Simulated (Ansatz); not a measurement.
# ZnSiH4: geometry optimisation

Aim: relax ZnSiH4 at this level.

The runs use Ansatz 0.2.0; RKS PBE-D4/def2-TZVP.

2 further runs of the same task are left out: 2 set aside as unsound or not needed.

## 1. The starting structure

SMILES `[SiH3][ZnH]`, 6 atoms, charge 0, spin multiplicity 1.

Atoms are counted from 1 here; the program's logs count them from 0.

Bond lengths: Si1–Zn2 2.376 Å, Si1–H3 1.510 Å, Si1–H4 1.510 Å, Si1–H5 1.510 Å, Zn2–H6 1.563 Å. Angles: Zn2–Si1–H3 112.2°, Zn2–Si1–H4 112.3°, Zn2–Si1–H5 112.3°, H3–Si1–H4 106.6°, H3–Si1–H5 106.5°, H4–Si1–H5 106.6°, Si1–Zn2–H6 180.0°.

Geometry (Å):

| atom | x (Å) | y (Å) | z (Å) |
| --- | --- | --- | --- |
| Si1 | -0.20121 | -0.33658 | -0.65851 |
| Zn2 | 0.42237 | 0.70707 | 1.38292 |
| H3 | 0.55418 | -1.62261 | -0.89745 |
| H4 | -1.67002 | -0.68688 | -0.69662 |
| H5 | 0.06195 | 0.54580 | -1.85590 |
| H6 | 0.83274 | 1.39321 | 2.72556 |

## 2. Relaxation

input.yaml

```yaml
crystal:
  periodic: [false, false, false]
  atoms:
    - { symbol: Si, position_ang: [-0.201208, -0.336579, -0.658511] }
    - { symbol: Zn, position_ang: [0.422369, 0.707067, 1.382922] }
    - { symbol: H, position_ang: [0.55418, -1.622613, -0.897447] }
    - { symbol: H, position_ang: [-1.67002, -0.686882, -0.696617] }
    - { symbol: H, position_ang: [0.061953, 0.545798, -1.855897] }
    - { symbol: H, position_ang: [0.832736, 1.393209, 2.72556] }
basis:
  gaussian: { orbitals: def2-TZVP }
hamiltonian:
  xc: pbe
  dispersion: d4
output:
  forces: true
relax:
  f_tol: 0.003
  max_steps: 120
```

Started as:

```sh
> ansatz run input.yaml --threads 1 --pin off --max-ram 2560MiB --backend cpu --events-out ev --progress --plain --runs-dir out
```

What it wrote, shortened:

```text
Warning: RAYON_NUM_THREADS=1 ignored (pool sized by the plan → 1); use --threads N
[...]
Functional definition: PBE
[...]
888 factors; their error is unknown
[...]
mean field -56350.65711022 eV, -2070.8484529535 hartree, gradient 4.8e-5 eV, S^2 0.000000; 0 other end points of the search recorded, 0 dependent functions left out
[...]
reference -56350.65715532 eV, -2070.8484546107 hartree; 24, 24 occupied and 85, 85 virtual orbitals, 888 factors
relax step   1: F+E_penalty+E_count = -56350.74645841 eV  Δ(F+E_penalty+E_count) = +0.000e0 eV  max|allowed force component| = 1.804e-1 eV/Å  Δτ_max = 0.0000 Å  (23 SCF iters, accepted)
[...]
relax step   3: F+E_penalty+E_count = -56350.74900511 eV  Δ(F+E_penalty+E_count) = -1.922e-4 eV  max|allowed force component| = 3.098e-3 eV/Å  Δτ_max = 0.0030 Å  (22 SCF iters, accepted)
[...]
relax step   4: F+E_penalty+E_count = -56350.74900827 eV  Δ(F+E_penalty+E_count) = -3.169e-6 eV  max|allowed force component| = 4.090e-4 eV/Å  Δτ_max = 0.0007 Å  (18 SCF iters, accepted)
888 factors; their error is unknown
[...]
mean field -56350.65955911 eV, -2070.8485429482 hartree, gradient 3.8e-5 eV, S^2 0.000000; 1 other end points of the search recorded, 0 dependent functions left out
[...]
reference -56350.65960419 eV, -2070.8485446050 hartree; 24, 24 occupied and 85, 85 virtual orbitals, 888 factors
Total energy: -56350.74905336 eV, -2070.8518318013 hartree
Atom 0 at    -0.202457    -0.338755    -0.662685 Å, force     0.000153     0.000175     0.000409 eV/Å
Atom 1 at     0.421345     0.705130     1.379287 Å, force     0.000052     0.000089     0.000188 eV/Å
Atom 2 at     0.551739    -1.615527    -0.893539 Å, force    -0.000107    -0.000115    -0.000288 eV/Å
Atom 3 at    -1.662676    -0.683808    -0.693480 Å, force    -0.000059    -0.000117    -0.000246 eV/Å
Atom 4 at     0.061691     0.543475    -1.847651 Å, force    -0.000082    -0.000140    -0.000238 eV/Å
Atom 5 at     0.830367     1.389485     2.718078 Å, force     0.000044     0.000108     0.000176 eV/Å
Dipole moment:     0.013597     0.022790     0.044548 e Å
```

Wall time 20 s (1 thread of Arm Neoverse N1, shared host); peak memory 0.17 GiB.

Along the way:

| step | energy from step 1 (eV) | largest force component (eV/Å) |
| --- | --- | --- |
| 1 | 0.0000 | 0.1804 |
| 2 | -0.0024 | 0.0449 |
| 3 | -0.0025 | 0.0031 |
| 4 | -0.0025 | 0.0004 |

Close pairs (by a distance rule), those that changed most:

| bond | before (Å) | after (Å) | change (Å) |
| --- | --- | --- | --- |
| Si1–H3 | 1.510 | 1.501 | -0.010 |
| Si1–H5 | 1.510 | 1.501 | -0.010 |
| Si1–H4 | 1.510 | 1.501 | -0.010 |
| Zn2–H6 | 1.563 | 1.558 | -0.004 |
| Si1–Zn2 | 2.376 | 2.377 | +0.001 |

## 3. Outcome

| quantity | value |
| --- | --- |
| energy gained | 0.0025 eV |
| root mean square move | 0.007 Å |
| dipole moment | 0.25 D |

Bond lengths: Si1–Zn2 2.377 Å, Si1–H3 1.501 Å, Si1–H4 1.501 Å, Si1–H5 1.501 Å, Zn2–H6 1.558 Å. Angles: Zn2–Si1–H3 112.0°, Zn2–Si1–H4 112.0°, Zn2–Si1–H5 112.0°, H3–Si1–H4 106.9°, H3–Si1–H5 106.9°, H4–Si1–H5 106.9°, Si1–Zn2–H6 180.0°. No frequencies were computed here.
